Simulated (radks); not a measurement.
# Co in [Ar] 3d7 4s2: an all-electron calculation

An exercise on one series of results from a longer session: the logs are not shown, and one member is left open.

Method: non-relativistic Kohn-Sham, MS2 meta-GGA, spin-polarised, spherical densities, point nucleus; open shells are filled with parallel spins first. Code: radks (a radial shooting solver on a logarithmic mesh, Libxc functionals) version 1.

**The atom as given**

| Item | Value |
| --- | --- |
| element | cobalt (Z = 27) |
| charge | 0 |
| electrons | 27 |
| configuration | [Ar] 3d7 4s2 |

Outer shells as boxes (Hund's rule):

Co
```
[Ar] core
3d [↑↓][↑↓][↑ ][↑ ][↑ ]
4s [↑↓]
```

Set-up of the first run:

Input:

```text
Z 27
configuration [Ar] 3d7 4s2 4p0 5s0
relativity non-relativistic
functional ms2,regtpss
spin polarised
nucleus point
```

On the command line:

```sh
> python run_ks.py task.json out
```

The same process makes all the runs of this session.

One table of the session follows, with a row left open; its other results are not shown here.

It belongs to the step «Shells». Sizes of the orbitals, from the radial functions (bohr):

| level | <r> | outermost maximum (interpolated) | 90 % within | nodes |
| --- | --- | --- | --- | --- |
| 1s up | 0.05686 | 0.0375 | 0.101 | 0 |
| 1s down | 0.05686 | 0.0375 | 0.101 | 0 |
| 2s up | 0.2580 | 0.215 | 0.399 | 1 |
| 2s down | 0.2576 | 0.215 | 0.398 | 1 |
| 2p up | 0.2264 | 0.174 | 0.370 | 0 |
| 2p down | 0.2260 | 0.174 | 0.369 | 0 |
| 3s up | 0.7792 | 0.676 | 1.16 | 2 |
| 3s down | 0.7818 | 0.677 | 1.17 | 2 |
| 3p up | 0.8170 | 0.683 | 1.26 | 1 |
| 3p down | ? | ? | ? | ? |
| 3d up | 1.039 | 0.667 | 1.82 | 0 |
| 3d down | 1.119 | 0.675 | 2.01 | 0 |
| 4s up | 2.874 | 2.31 | 4.39 | 3 |
| 4s down | 3.016 | 2.43 | 4.62 | 3 |
| 4p up | 4.184 | 3.16 | 6.73 | 2 |
| 4p down | 4.418 | 3.17 | 7.19 | 2 |

**Question.** Estimate the row for 3p down.

The run gave: <r>: 0.8221; outermost maximum (interpolated): 0.684; 90 % within: 1.27; nodes: 1. In the column «<r>» it lies between 3p up (0.8170) and 3d up (1.039).

Limits of these values: Open shells are spherical and high-spin; term and fine-structure splittings are not resolved.
